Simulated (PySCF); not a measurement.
# CH8AlAs: the cost of one run

Computed with PySCF 2.14.0, with density-fitted response routines of our own, on a single molecule in the gas phase. Atoms are numbered from 0 throughout.

**1. Starting geometry**

11 atoms, charge 0, multiplicity 1; geometry from: GFN2-xTB. The atoms were then displaced at random by about 0.01 Å, so the start is not that level's minimum.

Bonds of the start (Å): C0–Al1 1.96, Al1–As2 2.66, C0–H3 1.08, C0–H4 1.12, C0–H5 1.10, Al1–H6 1.56, Al1–H7 1.57, As2–H8 1.52, As2–H9 1.49, As2–H10 1.51.

**2. Relaxing the molecule at PBE0-D3(BJ)/def2-SVP**

What the job is given:

```
{"job": {"xc": "PBE0", "basis": "def2-SVP", "d3": "d3bj", "grid": 1, "shake": 0.01, "kind": "geom"}, "charge": 0, "multiplicity": 1}
C     -1.870390     0.495540     0.123930
Al    -0.588000    -0.896080    -0.378890
As     1.699960     0.408690    -0.042520
H     -2.899810     0.302050    -0.140770
H     -1.662230     1.475020    -0.374530
H     -1.886190     0.720180     1.199380
H     -0.234090    -1.313160    -1.844120
H     -0.026520    -1.913790     0.679940
H      2.084910     0.156640     1.406360
H      2.512280    -0.770200    -0.456860
H      2.908190     1.309270    -0.187570
```

Command:

```sh
$ OMP_NUM_THREADS=1 python probes_run.py task.json out
```

This one command runs all jobs of the session in turn.

**Question.** How long does this first job take on 1 thread of Arm Neoverse V1, shared host, and how much memory does it need?

About 74 s, with a peak of 0.42 GiB.
